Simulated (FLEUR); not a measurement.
Runs of FLEUR MaX-R8.1 (later development tree) on TiPt3. It takes space group Pm-3m (No. 221, cubic). Conventional cell: a = 3.897 Å, b = 3.897 Å, c = 3.897 Å, α = 90.00°, β = 90.00°, γ = 90.00°. Pt (site symmetry 4/mmm) has 8 Pt at 2.76 Å and 4 Ti at 2.76 Å as nearest neighbours. Ti (site symmetry m-3m) is surrounded by 12 Pt at 2.76 Å. 

```csv
task,level,spin,k mesh,gmax,muffin-tin radii,max iterations,mixing factor,mixer,kmax,V0 of scaled cells (Å³/atom),B0 (GPa)
equation of state,LDA,off,7 × 7 × 7,13 1/bohr,"Pt 2.34, Ti 2.34 bohr",-,-,-,4.19 1/bohr,14.52,(a)
equation of state,r2SCAN,off,7 × 7 × 7,13 1/bohr,"Pt 2.34, Ti 2.34 bohr",-,-,-,4.19 1/bohr,15.08,259
equation of state,PBE,off,7 × 7 × 7,13 1/bohr,"Pt 2.34, Ti 2.34 bohr",-,-,-,4.19 1/bohr,15.38,237
equation of state,PBEsol,off,7 × 7 × 7,13 1/bohr,"Pt 2.34, Ti 2.34 bohr",-,-,-,4.19 1/bohr,(c),(b)
```

Alike in all rows: potentials or basis all-electron, FLAPW; cell as given; smearing fermi-dirac 0.05 eV.

Q: Estimate the missing entries.

A: (a) 283; (b) 266; (c) 14.83.

Caveats: the meta-GGA is that of a development version, with a GGA for the radial functions and cores and without core tails (some runs).

Not every run made on this cell is shown here.
